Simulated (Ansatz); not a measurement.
# B6As: the cost of one run

Method: DFT r2SCAN, scalar-relativistic, plane waves, PAW, in Ansatz 0.2.0.

## (1) The starting structure

Symmetry: R-3m, No. 166, trigonal system. The conventional cell has a = 6.132 Å, b = 6.132 Å, c = 11.896 Å, α = 90.00°, β = 90.00°, γ = 120.00°. B (site symmetry m) has 6 B at 1.77 to 1.90 Å as nearest neighbours. B (site symmetry m) has 5 B at 1.73 to 1.81 Å as nearest neighbours. As (site symmetry 3m) is surrounded by 3 B at 2.00 Å.

Structure file:

```
B As
1.0
     3.06613    1.77023    3.96520
    -3.06613    1.77023    3.96520
     0.00000   -3.54046    3.96520
B As
12 2
Direct
  0.01510 0.01510 0.32494
  0.01510 0.32494 0.01510
  0.82174 0.27275 0.82174
  0.82174 0.82174 0.27275
  0.27275 0.82174 0.82174
  0.72725 0.17826 0.17826
  0.17826 0.72725 0.17826
  0.17826 0.17826 0.72725
  0.98490 0.67506 0.98490
  0.98490 0.98490 0.67506
  0.67506 0.98490 0.98490
  0.32494 0.01510 0.01510
  0.60035 0.60035 0.60035
  0.39965 0.39965 0.39965
```

It goes back to an entry of the Materials Project.

This cell was relaxed beforehand with the same method: volume 9.22 Å³/atom, gap on the mesh 2.88 eV.

## (2) The cell scaled to 0.97 of its volume

Input file input.yaml:

```yaml
crystal:
  lattice:
    - [3.0351549345, 1.7523475185, 3.925140691]
    - [-3.0351549345, 1.7523475185, 3.925140691]
    - [0.0, -3.5046950369, 3.925140691]
  atoms:
    - { symbol: B, position: [0.0151018143, 0.0151018143, 0.3249404241] }
    - { symbol: B, position: [0.0151018143, 0.3249404241, 0.0151018143] }
    - { symbol: B, position: [0.8217379162, 0.2727458778, 0.8217379162] }
    - { symbol: B, position: [0.8217379162, 0.8217379162, 0.2727458778] }
    - { symbol: B, position: [0.2727458778, 0.8217379162, 0.8217379162] }
    - { symbol: B, position: [0.7272541222, 0.1782620838, 0.1782620838] }
    - { symbol: B, position: [0.1782620838, 0.7272541222, 0.1782620838] }
    - { symbol: B, position: [0.1782620838, 0.1782620838, 0.7272541222] }
    - { symbol: B, position: [0.9848981857, 0.6750595759, 0.9848981857] }
    - { symbol: B, position: [0.9848981857, 0.9848981857, 0.6750595759] }
    - { symbol: B, position: [0.6750595759, 0.9848981857, 0.9848981857] }
    - { symbol: B, position: [0.3249404241, 0.0151018143, 0.0151018143] }
    - { symbol: As, position: [0.600354606, 0.600354606, 0.600354606] }
    - { symbol: As, position: [0.399645394, 0.399645394, 0.399645394] }
basis:
  ecutwfc: 500
kpoints:
  mp_grid: { grid: [6, 6, 6] }
hamiltonian:
  xc: r2scan
scf:
  occupations: { method: gaussian, width: 0.02 }
output:
  forces: true
  stress: true
  eigenvalues: true
relax:
  adjacent_minimum: "off"
  f_tol: 0.01
  max_steps: 30
  cell: { stress_tol: 0.1, fix: [volume] }
```

Run with:

```
$ ansatz run input.yaml --threads 4 --pin off --max-ram 10240MiB --backend cpu --events-out ev --progress --plain --runs-dir out
```

**Question.** How long does this run take on 4 threads of Arm Neoverse V1, shared host, and how much memory does it need?

About 31 s, with a peak of 0.86 GiB.
